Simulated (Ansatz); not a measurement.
# Ti3Cr: the cost of one run

Method: DFT PBE, scalar-relativistic, plane waves, PAW, in Ansatz 0.2.0.

1 further run of the same task is left out (it didn't finish).

## 1. The starting structure

Symmetry: P6_3/mmc, No. 194, hexagonal system. The conventional cell has a = 5.445 Å, b = 5.445 Å, c = 4.370 Å, α = 90.00°, β = 90.00°, γ = 120.00°. Around Ti (site symmetry mm2) lie 4 Cr at 2.69 to 2.72 Å and 8 Ti at 2.69 to 2.73 Å. Cr (site symmetry -6m2) is surrounded by 12 Ti at 2.69 to 2.72 Å.

As a file:

```xyz
8
Lattice="5.4450 0.0000 0.0000 -2.7225 4.7155 0.0000 0.0000 0.0000 4.3704" Properties=species:S:1:pos:R:3 pbc="T T T"
Ti    2.7225    3.1405    1.0926
Ti   -1.3585    3.9280    3.2778
Ti    1.3640    0.7875    1.0926
Ti    0.0000    1.5750    3.2778
Ti    4.0810    0.7875    1.0926
Ti    1.3585    3.9280    3.2778
Cr    0.0000    3.1437    1.0926
Cr    2.7225    1.5718    3.2778
```

(A quick probe on a coarse mesh, which set the mesh and smearing, is not shown.)

## 3. Coarse relaxation

Input file input.yaml:

```yaml
crystal:
  lattice:
    - [5.4449775719, 0.0, 0.0]
    - [-2.7224887859, 4.7154889003, 0.0]
    - [0.0, 0.0, 4.3704346196]
  atoms:
    - { symbol: Ti, position: [0.833, 0.666, 0.25] }
    - { symbol: Ti, position: [0.167, 0.833, 0.75] }
    - { symbol: Ti, position: [0.334, 0.167, 0.25] }
    - { symbol: Ti, position: [0.167, 0.334, 0.75] }
    - { symbol: Ti, position: [0.833, 0.167, 0.25] }
    - { symbol: Ti, position: [0.666, 0.833, 0.75] }
    - { symbol: Cr, position: [0.3333333333, 0.6666666667, 0.25], spin: 1.56 }
    - { symbol: Cr, position: [0.6666666667, 0.3333333333, 0.75], spin: 1.56 }
basis:
  ecutwfc: 420
kpoints:
  mp_grid: { grid: [6, 6, 4] }
hamiltonian:
  xc: pbe
scf:
  occupations: { method: gaussian, width: 0.1 }
  lower_state_search: "off"
output:
  forces: true
  stress: true
  eigenvalues: true
  populations: true
magnetization:
  spin_polarized: true
relax:
  adjacent_minimum: "off"
  f_tol: 0.04
  max_steps: 70
  cell: { stress_tol: 0.4 }
```

Run with:

```console
$ ansatz run input.yaml --threads 1 --pin off --max-ram 2560MiB --backend cpu --events-out ev --progress --plain --runs-dir out
```

Q: Estimate wall time and peak memory on 1 thread of Arm Neoverse V1, shared host.

About 3.7 min, with a peak of 0.59 GiB.
